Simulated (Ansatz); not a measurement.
# CH₅BClFOSi: up Jacob's ladder to CCSD(T)

One table from this session's results is given with a row withheld; the runs are named, their logs left out.

Program: Ansatz 0.2.0, Gaussian basis. Level of theory: functionals in def2-TZVPP, the program's frozen cores in correlated methods. These are calculated values, not measurements.

Plan: PBE-D4, r2SCAN-D4, PBE0-D4, B3LYP-D4, ωB97X-V, ωB97M-V, B2PLYP; CCSD(T)/def2-TZVPP; MP2/def2-QZVPP; extrapolation to the limit.

## The relaxed structure

An earlier PBE0-D4 in a triple-zeta def2 set relaxation fixed the geometry.

11 atoms, charge 0, spin multiplicity 1.

Atoms are counted from 1 here; the program's logs count them from 0.

Bond lengths: O1–B2 1.348 Å, O1–H7 0.964 Å, B2–Si3 2.029 Å, B2–C4 1.594 Å, Si3–H8 1.490 Å, Si3–H9 1.487 Å, Si3–H10 1.487 Å, C4–F5 1.362 Å, C4–Cl6 1.794 Å, C4–H11 1.095 Å. Angles: B2–O1–H7 115.4°, O1–B2–Si3 119.8°, O1–B2–C4 119.7°, Si3–B2–C4 120.4°, B2–Si3–H8 108.8°, B2–Si3–H9 110.9°, B2–Si3–H10 111.2°, H8–Si3–H9 108.1°, H8–Si3–H10 108.5°, H9–Si3–H10 109.3°, B2–C4–F5 113.4°, B2–C4–Cl6 103.3°, B2–C4–H11 116.8°, F5–C4–Cl6 109.2°, F5–C4–H11 107.8°, Cl6–C4–H11 105.9°.

Set-up of the first run:

Input file in.yaml:

```yaml
crystal:
  periodic: [false, false, false]
  atoms:
    - {symbol: O, position_ang: [1.214244, 0.161354, -1.416890]}
    - {symbol: B, position_ang: [0.294260, 0.021970, -0.441396]}
    - {symbol: Si, position_ang: [0.801725, -0.884824, 1.301813]}
    - {symbol: C, position_ang: [-1.183583, 0.577165, -0.662844]}
    - {symbol: F, position_ang: [-2.109109, -0.014764, 0.142426]}
    - {symbol: Cl, position_ang: [-1.041802, 2.311100, -0.224693]}
    - {symbol: H, position_ang: [0.907481, 0.606396, -2.214765]}
    - {symbol: H, position_ang: [0.227693, -2.259876, 1.313235]}
    - {symbol: H, position_ang: [0.246741, -0.144015, 2.465396]}
    - {symbol: H, position_ang: [2.278037, -0.988802, 1.444877]}
    - {symbol: H, position_ang: [-1.570387, 0.557197, -1.686560]}
basis:
  gaussian: {orbitals: def2-TZVPP}
hamiltonian: {xc: pbe, dispersion: d4}
output: {forces: true, orbitals: {seedname: orbitals}}
```

On the command line:

```bash
$ ansatz run in.yaml --threads 4 --pin off --events-out ev --progress --plain --max-ram 10444MiB
```

Among the steps run: PBE-D4 (GGA); r2SCAN-D4 (meta-GGA); PBE0-D4 (hybrid); B3LYP-D4 (hybrid); ωB97X-V (range-separated); ωB97M-V (range-separated); B2PLYP (double hybrid); CCSD(T) in def2-TZVPP; MP2 in def2-QZVPP.

One table of the session follows, with a row left open; its other results are not shown here.

| method | atomisation energy (kcal/mol) |
| --- | --- |
| PBE-D4 | 951.8 |
| r2SCAN-D4 | 936.2 |
| PBE0-D4 | ? |
| B3LYP-D4 | 927.8 |
| ωB97X-V | 934.3 |
| ωB97M-V | 934.0 |
| B2PLYP | 917.7 |
| HF/def2-TZVPP | 673.6 |
| MP2/def2-TZVPP | 924.6 |
| CCSD/def2-TZVPP | 887.7 |
| CCSD(T)/def2-TZVPP | 903.3 |
| MP2/CBS | 949.8 |
| CCSD(T)/CBS | 928.4 |

Estimate the missing values for PBE0-D4.

As computed: atomisation energy (kcal/mol): 931.2. In the column «atomisation energy (kcal/mol)» it lies between CCSD(T)/CBS (928.4) and ωB97M-V (934.0).

Caveats from the session: Free atoms (1 O, 1 B, 1 Si, 1 C, 1 F, 1 Cl, 5 H) were run apart at each level; the atomisation energy is their sum less the molecule, without zero-point or spin-orbit terms.
